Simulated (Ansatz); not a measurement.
# H5NO3Si: the cost of one run

Method: RHF/def2-SVP, in Ansatz 0.2.0.

**1. Starting point**

Bond lengths: Si1–N2 1.820 Å, N2–H3 1.060 Å, N2–H4 1.060 Å, Si1–O5 1.680 Å, O5–H6 1.010 Å, Si1–O7 1.679 Å, O7–H8 1.010 Å, Si1–O9 1.679 Å, O9–H10 1.010 Å. Angles: Si1–N2–H3 120.0°, Si1–N2–H4 120.0°, H3–N2–H4 120.0°, N2–Si1–O5 109.4°, N2–Si1–O7 109.5°, N2–Si1–O9 109.5°, O5–Si1–O7 109.5°, O5–Si1–O9 109.5°, O7–Si1–O9 109.5°, Si1–O5–H6 109.5°, Si1–O7–H8 109.5°, Si1–O9–H10 109.5°.

As a file:

```xyz
10

Si    0.0000    0.0000    0.0000
N     0.0000    0.0000    1.8200
H    -0.8770   -0.2713    2.3500
H     0.8770    0.2713    2.3500
O     1.5842    0.0000   -0.5594
H     1.9006   -0.9521   -0.6761
O    -0.7913    1.3709   -0.5594
H    -1.7491    1.1401   -0.7818
O    -0.7913   -1.3709   -0.5594
H    -1.2459   -1.8365    0.2129
```

**2. Preparing the start**

input.yaml reads:

```yaml
crystal:
  periodic: [false, false, false]
  atoms:
    - { symbol: Si, position_ang: [0.0, 0.0, 0.0] }
    - { symbol: "N", position_ang: [0.0, 0.0, 1.82] }
    - { symbol: H, position_ang: [-0.877, -0.2713, 2.35] }
    - { symbol: H, position_ang: [0.877, 0.2713, 2.35] }
    - { symbol: O, position_ang: [1.5842, 0.0, -0.5594] }
    - { symbol: H, position_ang: [1.9006, -0.9521, -0.6761] }
    - { symbol: O, position_ang: [-0.7913, 1.3709, -0.5594] }
    - { symbol: H, position_ang: [-1.7491, 1.1401, -0.7818] }
    - { symbol: O, position_ang: [-0.7913, -1.3709, -0.5594] }
    - { symbol: H, position_ang: [-1.2459, -1.8365, 0.2129] }
basis:
  gaussian: { orbitals: def2-SVP }
hamiltonian:
  xc: hf
relax:
  f_tol: 0.02
  max_steps: 40
```

Launch:

```
$ ansatz run input.yaml --threads 1 --pin off --max-ram 2048MiB --backend cpu --events-out ev --progress --plain --runs-dir out
```

What time and memory should one allow on 1 thread of Arm Neoverse V1, shared host?

About 69 s, with a peak of 0.18 GiB.
